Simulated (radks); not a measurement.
# Ionisation energy and size from Hf²⁺ to Au²⁺

How do ionisation energy and radius run along this set of elements? Each needs two runs, the species and its ion; the difference of their energies is the Δ-SCF value.

Method: scalar-relativistic Kohn-Sham, LDA (Slater exchange, Perdew-Wang correlation), spin-polarised, spherical densities, finite nucleus; open shells are filled with parallel spins first. Code: radks (a radial shooting solver on a logarithmic mesh, Libxc functionals) version 1.

## Step 1: What is computed

| Property | Result |
| --- | --- |
| species | Hf²⁺, Ta²⁺, W²⁺, Re²⁺, Os²⁺, Ir²⁺, Pt²⁺, Au²⁺ |
| runs | 16, each species and its next ion |

## Step 2: Hf²⁺, [Xe] 4f14 5d2

The run's settings:

```text
Z 72
configuration [Xe] 4f14 5d2
relativity scalar-relativistic
functional lda,pw
spin polarised
nucleus finite rms 5.347 fm
c 137.035999084
```

Command:

```bash
$ python run_ks.py task.json out
```

All runs below come from this command, one after another.

## Step 3: Hf³⁺, [Xe] 4f14 5d1

Input: that of step 2 with these lines changed.

```diff
@@ -1,3 +1,3 @@
 Z 72
-configuration [Xe] 4f14 5d2
+configuration [Xe] 4f14 5d1
 relativity scalar-relativistic
```

## Step 4: Ta²⁺, [Xe] 4f14 5d3

The run's settings:

```text
Z 73
configuration [Xe] 4f14 5d3
relativity scalar-relativistic
functional lda,pw
spin polarised
nucleus finite rms 5.3507 fm
c 137.035999084
```

## Step 5: Ta³⁺, [Xe] 4f14 5d2

Input: that of step 4 with these lines changed.

```diff
@@ -1,3 +1,3 @@
 Z 73
-configuration [Xe] 4f14 5d3
+configuration [Xe] 4f14 5d2
 relativity scalar-relativistic
```

## Step 6: W²⁺, [Xe] 4f14 5d4

The run's settings:

```text
Z 74
configuration [Xe] 4f14 5d4
relativity scalar-relativistic
functional lda,pw
spin polarised
nucleus finite rms 5.3658 fm
c 137.035999084
```

## Step 7: W³⁺, [Xe] 4f14 5d3

Input: that of step 6 with these lines changed.

```diff
@@ -1,3 +1,3 @@
 Z 74
-configuration [Xe] 4f14 5d4
+configuration [Xe] 4f14 5d3
 relativity scalar-relativistic
```

## Step 8: Re²⁺, [Xe] 4f14 5d5

The run's settings:

```text
Z 75
configuration [Xe] 4f14 5d5
relativity scalar-relativistic
functional lda,pw
spin polarised
nucleus finite rms 5.3698 fm
c 137.035999084
```

## Step 9: Re³⁺, [Xe] 4f14 5d4

Input: that of step 8 with these lines changed.

```diff
@@ -1,3 +1,3 @@
 Z 75
-configuration [Xe] 4f14 5d5
+configuration [Xe] 4f14 5d4
 relativity scalar-relativistic
```

## Step 10: Os²⁺, [Xe] 4f14 5d6

The run's settings:

```text
Z 76
configuration [Xe] 4f14 5d6
relativity scalar-relativistic
functional lda,pw
spin polarised
nucleus finite rms 5.4126 fm
c 137.035999084
```

## Step 11: Os³⁺, [Xe] 4f14 5d5

Input: that of step 10 with these lines changed.

```diff
@@ -1,3 +1,3 @@
 Z 76
-configuration [Xe] 4f14 5d6
+configuration [Xe] 4f14 5d5
 relativity scalar-relativistic
```

## Step 12: Ir²⁺, [Xe] 4f14 5d7

The run's settings:

```text
Z 77
configuration [Xe] 4f14 5d7
relativity scalar-relativistic
functional lda,pw
spin polarised
nucleus finite rms 5.4032 fm
c 137.035999084
```

## Step 13: Ir³⁺, [Xe] 4f14 5d6

Input: that of step 12 with these lines changed.

```diff
@@ -1,3 +1,3 @@
 Z 77
-configuration [Xe] 4f14 5d7
+configuration [Xe] 4f14 5d6
 relativity scalar-relativistic
```

## Step 14: Pt²⁺, [Xe] 4f14 5d8

The run's settings:

```text
Z 78
configuration [Xe] 4f14 5d8
relativity scalar-relativistic
functional lda,pw
spin polarised
nucleus finite rms 5.427 fm
c 137.035999084
```

## Step 15: Pt³⁺, [Xe] 4f14 5d7

Input: that of step 14 with these lines changed.

```diff
@@ -1,3 +1,3 @@
 Z 78
-configuration [Xe] 4f14 5d8
+configuration [Xe] 4f14 5d7
 relativity scalar-relativistic
```

## Step 16: Au²⁺, [Xe] 4f14 5d9

The run's settings:

```text
Z 79
configuration [Xe] 4f14 5d9
relativity scalar-relativistic
functional lda,pw
spin polarised
nucleus finite rms 5.4371 fm
c 137.035999084
```

## Step 17: Au³⁺, [Xe] 4f14 5d8

Input: that of step 16 with these lines changed.

```diff
@@ -1,3 +1,3 @@
 Z 79
-configuration [Xe] 4f14 5d9
+configuration [Xe] 4f14 5d8
 relativity scalar-relativistic
```

What does the calculation give? Wanted: for each run, species; configuration; Δ-SCF; NIST; −ε(HOMO); its level; widest level; its <r>.

The runs gave:

| species | configuration | Δ-SCF (eV) | NIST (eV) | −ε(HOMO) (eV) | its level | widest level | its <r> (bohr) |
| --- | --- | --- | --- | --- | --- | --- | --- |
| Hf²⁺ | [Xe] 4f14 5d2 | 22.561 | 22.55 (theory) | 17.557 | 5d | 5d | 2.10 |
| Ta²⁺ | [Xe] 4f14 5d3 | 24.622 | 23 (theory) | 19.372 | 5d | 5d | 1.97 |
| W²⁺ | [Xe] 4f14 5d4 | 26.610 | 26.0 (semi-emp.) | 21.124 | 5d | 5d | 1.87 |
| Re²⁺ | [Xe] 4f14 5d5 | 28.545 | 27 (theory) | 22.828 | 5d | 5d | 1.77 |
| Os²⁺ | [Xe] 4f14 5d6 | 27.365 | 25 (theory) | 21.758 | 5d | 5d | 1.71 |
| Ir²⁺ | [Xe] 4f14 5d7 | 29.561 | 28 (theory) | 23.686 | 5d | 5d | 1.63 |
| Pt²⁺ | [Xe] 4f14 5d8 | 31.655 | 29 (theory) | 25.532 | 5d | 5d | 1.56 |
| Au²⁺ | [Xe] 4f14 5d9 | 33.680 | 30 (theory) | 27.323 | 5d | 5d | 1.50 |

**Reading.** Reference values: NIST Atomic Spectra Database (exp. measured, semi-emp. semi-empirical, theory a theoretical value adopted there). By these runs, which need not match the measured order, Au²⁺ holds its electron most tightly (33.680 eV) and Hf²⁺ least (22.561 eV); the widest outer orbital is the 5d of Hf²⁺. Open shells are spherical and high-spin; term and fine-structure splittings are not resolved. Spin-orbit splitting is averaged out at the scalar-relativistic level.
